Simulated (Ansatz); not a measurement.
# AlBrClFH4OSi: the cost of one run

All numbers below are computed with Ansatz 0.2.0 (RKS B3LYP/def2-SVP).

## 1. The structure to begin with

Bond lengths: Al1–Cl2 2.580 Å, Al1–F3 1.690 Å, Al1–O4 1.780 Å, O4–Si5 1.680 Å, Si5–H6 1.460 Å, Si5–H7 1.460 Å, Si5–H8 1.460 Å, Al1–Br9 2.710 Å, Cl2–H10 1.524 Å, Br9–H10 1.701 Å. Angles (14 of 16 angles, heavy atoms first): Cl2–Al1–F3 120.0°, Cl2–Al1–O4 120.0°, Cl2–Al1–Br9 71.6°, F3–Al1–O4 120.0°, F3–Al1–Br9 96.8°, O4–Al1–Br9 101.3°, Al1–O4–Si5 125.0°, Al1–Cl2–H10 73.3°, O4–Si5–H6 109.5°, O4–Si5–H7 109.5°, O4–Si5–H8 109.5°, Al1–Br9–H10 67.6°, Cl2–H10–Br9 147.5°, H6–Si5–H7 109.4°.

Coordinates:

```xyz
10

Al    0.0000    0.0000    0.0000
Cl    0.0000    0.0000    2.5800
F     1.4635    0.0000   -0.8450
O    -1.5415    0.0000   -0.8900
Si   -2.6907   -1.2238   -0.8267
H    -2.2881   -2.2198    0.1620
H    -3.9833   -0.6595   -0.4496
H    -2.8007   -1.8572   -2.1376
Br    0.1215    2.5689    0.8545
H     0.0690    1.4584    2.1423
```

## 2. Pulling towards end A

Springs on the bonds that form and break draw the guess towards this end; the thresholds are loose.

File input.yaml:

```yaml
crystal:
  periodic: [false, false, false]
  atoms:
    - { symbol: Al, position_ang: [0.0, 0.0, 0.0] }
    - { symbol: Cl, position_ang: [0.0, 0.0, 2.58] }
    - { symbol: F, position_ang: [1.4635, 0.0, -0.845] }
    - { symbol: O, position_ang: [-1.5415, 0.0, -0.89] }
    - { symbol: Si, position_ang: [-2.6907, -1.2238, -0.8267] }
    - { symbol: H, position_ang: [-2.2881, -2.2198, 0.162] }
    - { symbol: H, position_ang: [-3.9833, -0.6595, -0.4496] }
    - { symbol: H, position_ang: [-2.8007, -1.8572, -2.1376] }
    - { symbol: Br, position_ang: [0.1215, 2.5689, 0.8545] }
    - { symbol: H, position_ang: [0.069, 1.4584, 2.1423] }
basis:
  gaussian: { orbitals: def2-SVP }
hamiltonian:
  xc: b3lyp
relax:
  f_tol: 0.15
  max_steps: 25
  restrain:
    - { distance: [0, 8], at: 3.61, k: 30.0 }
    - { distance: [9, 1], at: 2.57, k: 30.0 }
    - { distance: [0, 1], at: 2.23, k: 30.0 }
    - { distance: [9, 8], at: 1.55, k: 30.0 }
```

Launch:

```
$ ansatz run input.yaml --threads 4 --pin off --max-ram 5120MiB --backend cpu --events-out ev --progress --plain --runs-dir out
```

Q: Estimate wall time and peak memory on 4 threads of Arm Neoverse V2, shared host.

About 45 s, with a peak of 0.38 GiB.
